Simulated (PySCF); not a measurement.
# [Lu(H2O)3]3+: other functionals and bases at one geometry

The task here is to estimate one member of a computed series from the others.

The runs use PySCF 2.14.0; several levels, as the steps say, no spin–orbit coupling.

2 further runs of the same task are left out: 1 for a known fault of the program, 1 that didn't finish.

**Where the work starts**

10 atoms, charge 3, spin multiplicity 1.

Bond lengths: Lu1–O2 2.160 Å, Lu1–O5 2.160 Å, Lu1–O8 2.160 Å, O2–H3 0.994 Å, O2–H4 0.994 Å, O5–H6 0.994 Å, O5–H7 0.994 Å, O8–H9 0.994 Å, O8–H10 0.994 Å. Angles: O2–Lu1–O5 120.0°, O2–Lu1–O8 120.0°, O5–Lu1–O8 120.0°, Lu1–O2–H3 128.4°, Lu1–O2–H4 128.4°, H3–O2–H4 103.2°, Lu1–O5–H6 128.4°, Lu1–O5–H7 128.4°, H6–O5–H7 103.2°, Lu1–O8–H9 128.4°, Lu1–O8–H10 128.4°, H9–O8–H10 103.2°.

Geometry (Å):

```xyz
10
H6LuO3
Lu    0.00000    0.00000    0.00000
O     2.16012   -0.00001    0.00000
H     2.77772   -0.73976    0.24307
H     2.77773    0.73973   -0.24307
O    -1.08005    1.87072    0.00000
H    -0.74821    2.77546    0.24307
H    -2.02949    2.03572   -0.24307
O    -1.08007   -1.87071    0.00000
H    -2.02952   -2.03570    0.24307
H    -0.74824   -2.77545   -0.24307
```

Formal oxidation states: Lu +3. An earlier session relaxed this geometry at B3LYP, Lu def2-SVP with ECP28, O def2-SVP, H def2-SVP (singlet, point group D3).

At B3LYP on the finer grid: E = -1464.264342 Eh, HOMO -25.47 eV, LUMO -17.85 eV, Mulliken charge on Lu1 +1.95 e, largest force component 0.008 eV/Å. 

Levels to run: BP86; PBE; TPSS; r2SCAN; B3LYP, TZVP. Hardware: 4 threads of Arm Neoverse V1, shared host.

Set-up of the first run:

File run.py (the lines that set the calculation):

```python
mol = gto.M(atom='''
Lu     0.00000     0.00000     0.00000
O      2.16012    -0.00001     0.00000
H      2.77772    -0.73976     0.24307
H      2.77773     0.73973    -0.24307
O     -1.08005     1.87072     0.00000
H     -0.74821     2.77546     0.24307
H     -2.02949     2.03572    -0.24307
O     -1.08007    -1.87071     0.00000
H     -2.02952    -2.03570     0.24307
H     -0.74824    -2.77545    -0.24307''',
    basis={'Lu': 'def2-SVP', 'O': 'def2-SVP', 'H': 'def2-SVP'},
    ecp={'Lu': 'def2-SVP'},
    charge=3, spin=0)
mf = dft.RKS(mol, xc='B88,P86')
mf.grids.atom_grid = (75, 302)  # f atoms: unpruned, at least (60, 302)
mf = mf.density_fit()  # fitting sets: Lu def2-universal-JKFIT, O def2-universal-JKFIT, H def2-universal-JKFIT
mf.conv_tol = 1e-08; mf.max_cycle = 55
mf.kernel(dm0)  # dm0: the density of the relaxed state
```

Started as:

```console
$ OMP_NUM_THREADS=4 python run.py
```

Among the steps run: BP86; PBE; TPSS; r2SCAN; B3LYP, TZVP.

One table of the session follows, with a row left open; its other results are not shown here.

| level | HOMO (eV) | gap (eV) | charge on Lu1 (e) | largest force component (eV/Å) |
| --- | --- | --- | --- | --- |
| B3LYP (relaxed here) | -25.47 | 7.62 | 1.95 | 0.01 |
| BP86 | -24.05 | 5.80 | 1.88 | 0.51 |
| PBE | ? | ? | ? | ? |
| TPSS | -24.03 | 5.88 | 1.92 | 0.39 |
| r2SCAN | -24.38 | 6.49 | 1.98 | 0.22 |
| B3LYP, TZVP | -25.50 | 7.63 | 2.15 | 0.52 |

Estimate the missing values for PBE.

**Answer.** HOMO (eV): -23.93; gap (eV): 5.54; charge on Lu1 (e): 1.87; largest force component (eV/Å): 0.43. In the column «HOMO (eV)» it is the highest.

In one basis the HOMO–LUMO gap runs from 5.54 eV (PBE) to 7.62 eV (B3LYP). The largest leftover force, 0.52 eV/Å with B3LYP, TZVP, stands at a geometry relaxed at another level. Total energies of different levels can't be compared.
